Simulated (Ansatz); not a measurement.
# CH5NSSi: how energies converge with the basis set

Aim: see how fast density functionals converge with the basis set for CH5NSSi.

Computed with Ansatz 0.2.0, Gaussian basis. Level: one geometry, several basis sets.

Plan: PBE0-D4/def2-SVP; ωB97M-V/def2-SVP; PBE0-D4/def2-QZVPP; ωB97M-V/def2-QZVPP; the functionals' def2-TZVPP values are taken from earlier runs.

**1. The relaxed structure**

The geometry comes from an earlier relaxation with PBE0-D4 in a triple-zeta def2 set; it is a stationary point, not always the lowest conformer.

SMILES `[SiH3]NC=S`, 9 atoms, charge 0, spin multiplicity 1.

Atoms are counted from 1 here; the program's logs count them from 0.

Bond lengths: Si1–N2 1.753 Å, Si1–H5 1.480 Å, Si1–H6 1.483 Å, Si1–H7 1.483 Å, N2–C3 1.348 Å, N2–H8 1.014 Å, C3–S4 1.628 Å, C3–H9 1.093 Å. Angles: N2–Si1–H5 105.9°, N2–Si1–H6 109.9°, N2–Si1–H7 109.9°, H5–Si1–H6 111.1°, H5–Si1–H7 111.1°, H6–Si1–H7 109.0°, Si1–N2–C3 126.4°, Si1–N2–H8 120.9°, C3–N2–H8 112.7°, N2–C3–S4 126.1°, N2–C3–H9 113.0°, S4–C3–H9 120.9°.

**2. PBE0-D4 in def2-SVP**

in.yaml

```yaml
crystal:
  periodic: [false, false, false]
  atoms:
    - {symbol: Si, position_ang: [0.272223, 1.260910, 0.234864]}
    - {symbol: N, position_ang: [-0.123493, -0.437507, 0.417553]}
    - {symbol: C, position_ang: [-0.239268, -1.343750, -0.574112]}
    - {symbol: S, position_ang: [-0.606972, -2.919445, -0.396069]}
    - {symbol: H, position_ang: [0.448429, 1.481772, -1.218306]}
    - {symbol: H, position_ang: [-0.829770, 2.096006, 0.771777]}
    - {symbol: H, position_ang: [1.518396, 1.570888, 0.977207]}
    - {symbol: H, position_ang: [-0.293004, -0.836969, 1.333961]}
    - {symbol: H, position_ang: [-0.058043, -0.918205, -1.563874]}
basis:
  gaussian: {orbitals: def2-SVP}
hamiltonian: {xc: pbe0, dispersion: d4}
output: {orbitals: {seedname: orbitals}}
```

Launch:

```sh
ansatz run in.yaml --threads 2 --pin off --events-out ev --progress --plain --max-ram 4352MiB
```

The runs that follow: ωB97M-V in def2-SVP; PBE0-D4 in def2-QZVPP; ωB97M-V in def2-QZVPP.

Q: Predict the results of all the runs planned. Wanted: PBE0-D4: double and triple zeta above quadruple; ωB97M-V: double and triple zeta above quadruple.

The runs gave:

| quantity | value |
| --- | --- |
| PBE0-D4: double and triple zeta above quadruple | 10.25, 0.75 eV |
| ωB97M-V: double and triple zeta above quadruple | 10.33, 0.70 eV |

For PBE0-D4 the step from double to triple zeta gains 9.50 eV and the next only 0.75 eV. These are total energies; as a rule much of such shifts cancels in differences, which this series doesn't test.
